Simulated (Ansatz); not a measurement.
# CH4STe (SMILES CS[TeH]): one structure at several levels

One table from this session's results is given with a row withheld; the runs are named, their logs left out.

Computed with Ansatz 0.2.0, Gaussian basis. Level: single points in def2-TZVPP.

Cores are frozen in the correlated methods. Filled d shells of the heavier atoms are correlated. Core potentials replace the inner electrons past krypton, and spin-orbit coupling is left out.

### Starting geometry

SMILES `CS[TeH]`, 7 atoms, charge 0, spin multiplicity 1.

Atoms are counted from 1 here; the program's logs count them from 0.

Bond lengths: C1–S2 1.817 Å, C1–H4 1.086 Å, C1–H5 1.044 Å, C1–H6 1.065 Å, S2–Te3 2.390 Å, Te3–H7 1.666 Å. Angles: S2–C1–H4 109.0°, S2–C1–H5 109.5°, S2–C1–H6 105.7°, H4–C1–H5 110.5°, H4–C1–H6 110.5°, H5–C1–H6 111.6°, C1–S2–Te3 103.7°, S2–Te3–H7 94.1°.

As a file:

```xyz
7
charge 0, multiplicity 1
C    -0.8179    0.5882   -0.3228
S    -0.1890   -0.0839    1.2435
Te    1.2795   -1.8399    0.5566
H    -1.2864   -0.2127   -0.8880
H    -0.0287    1.0051   -0.8641
H    -1.5385    1.3244   -0.0512
H     2.5699   -0.8188    0.2943
```

Set-up of the first run:

File run/in.yaml:

```yaml
crystal:
  periodic: [false, false, false]
  atoms:
    - {symbol: C, position_ang: [-0.817900, 0.588200, -0.322800]}
    - {symbol: S, position_ang: [-0.189000, -0.083900, 1.243500]}
    - {symbol: Te, position_ang: [1.279500, -1.839900, 0.556600]}
    - {symbol: H, position_ang: [-1.286400, -0.212700, -0.888000]}
    - {symbol: H, position_ang: [-0.028700, 1.005100, -0.864100]}
    - {symbol: H, position_ang: [-1.538500, 1.324400, -0.051200]}
    - {symbol: H, position_ang: [2.569900, -0.818800, 0.294300]}
basis:
  gaussian: {orbitals: def2-TZVPP}
correlation: {method: ccsd_t}
output: {forces: true}
```

The command line of these runs was not kept.

Steps of the session up to this table: CCSD(T)/def2-TZVPP; PBE0-D4/def2-TZVPP; wB97M-V/def2-TZVPP; r2SCAN-D4/def2-TZVPP; PBE-D4/def2-TZVPP; LC-wPBE/def2-TZVPP; CAM-B3LYP-D4/def2-TZVPP.

One of the session's tables, all rows but one given; the rest of the session is left out.

```
      method  RMS force component (eV/Å)  angle to CCSD(T) forces (°)  dipole (D)
     CCSD(T)                       0.565                    reference        1.47
     PBE0-D4                           ?                            ?           ?
     wB97M-V                       0.562                          7.9        1.49
   r2SCAN-D4                       0.562                          7.5        1.57
      PBE-D4                       0.632                         15.3        1.48
     LC-wPBE                       0.638                         20.3        1.58
CAM-B3LYP-D4                       0.556                          8.0        1.52
```

**Question.** Estimate the row for PBE0-D4.

As computed: RMS force component (eV/Å): 0.586; angle to CCSD(T) forces (°): 11.0; dipole (D): 1.54. In the column «RMS force component (eV/Å)» it lies between CCSD(T) (0.565) and PBE-D4 (0.632).
